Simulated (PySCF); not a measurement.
# Changing the system itself: SrI⁺

One physical setting of the base script is moved in each run, with the edits that it forces.

Method: method and basis as typed in the scripts; program: PySCF 2.14.0.

6 further runs of the same task are left out: 3 for a known fault of the program, 3 that didn't finish.

### Step 1. Starting geometry

SrI⁺: 2 atoms, charge 1, spin multiplicity 1.

Bond lengths: Sr1–I2 2.902 Å.

### Step 2. The base run

File input.py:

```python
from pyscf import gto, scf
from pyscf.prop.polarizability import uhf as pol

mol = gto.M(
    atom='Sr 0 0 0; I 0 0 2.902',
    basis='def2-svp',
    ecp={'Sr': 'def2-svp', 'I': 'def2-svp'},
    charge=1,
    spin=0,
    symmetry=True,
    verbose=4,
)
mf = scf.UHF(mol)
mf.kernel()
print('polarizability (a.u.)')
print(pol.Polarizability(mf).polarizability().round(4))
mf.dip_moment()
print('orbital energies (hartree):', [e[max(0, n-3):n+3].round(4) for e, n in zip(mf.mo_energy, mol.nelec)])
```

Run with:

```console
OMP_NUM_THREADS=1 python input.py
```

Its log is not repeated here.

It gives: E(SCF) = -326.892206 Eh, 13 cycles, α(xx, yy, zz) = 36.3, 36.3, 69.1 bohr³.

The bond length is a typed value, not an optimised one. The dipole of an ion depends on the origin.

### Step 3. Electric field 0.2 a.u.

Variant 1 changes electric field: none → 0.2 a.u.; point-group symmetry: on → off.

File input.py:

```python
from pyscf import gto, scf
from pyscf.prop.polarizability import uhf as pol

mol = gto.M(
    atom='Sr 0 0 0; I 0 0 2.902',
    basis='def2-svp',
    ecp={'Sr': 'def2-svp', 'I': 'def2-svp'},
    charge=1,
    spin=0,
    verbose=4,
)
mf = scf.UHF(mol)
field = 0.2  # electric field along z, atomic units
h = mf.get_hcore() + field*mol.intor('int1e_r')[2]
mf.get_hcore = lambda *args: h
e_nuc = mol.energy_nuc() - field*mol.atom_charges() @ mol.atom_coords()[:, 2]
mf.energy_nuc = lambda *args: e_nuc
mf.kernel()
print('polarizability (a.u.)')
print(pol.Polarizability(mf).polarizability().round(4))
mf.dip_moment()
print('orbital energies (hartree):', [e[max(0, n-3):n+3].round(4) for e, n in zip(mf.mo_energy, mol.nelec)])
```

Run with:

```console
OMP_NUM_THREADS=1 python input.py
```

### Step 4. Bond 2.322 Å

Variant 2 changes bond length: 2.902 Å → 2.322 Å.

input.py, as its differences from that of step 2:

```diff
@@ -4,3 +4,3 @@
 mol = gto.M(
-    atom='Sr 0 0 0; I 0 0 2.902',
+    atom='Sr 0 0 0; I 0 0 2.322',
     basis='def2-svp',
```

### Step 5. Bond 0.5 Å

Variant 3 changes bond length: 2.902 Å → 0.5 Å.

input.py, as its differences from that of step 2:

```diff
@@ -4,3 +4,3 @@
 mol = gto.M(
-    atom='Sr 0 0 0; I 0 0 2.902',
+    atom='Sr 0 0 0; I 0 0 0.5',
     basis='def2-svp',
```

**Question.** What will these runs give? Wanted: for each run, E(SCF); from base; gap.

**Answer**, as computed:

| run | E(SCF) (hartree) | from base (eV) | cycles | gap (eV) |
| --- | --- | --- | --- | --- |
| base | -326.892206 | 0 | 13 | 7.96 |
| electric field 0.2 a.u. (poor choice) | -331.418059 | not comparable | 21 | 0.84 |
| bond 2.322 Å | -326.782843 | +2.9759 | 11 | 9.85 |
| bond 0.5 Å (poor choice) | -218.595869 | +2946.8935 | 13 | 7.01 |

**Reading.** Of the runs whose energies can be compared, “bond 0.5 Å” moves the SCF energy most (+2946.893 eV). With bond 2.322 Å the frontier gap moves by over 1.5 eV, which can mean another electronic state rather than the bond length alone. Rows marked «poor choice» come from settings spoiled on purpose.
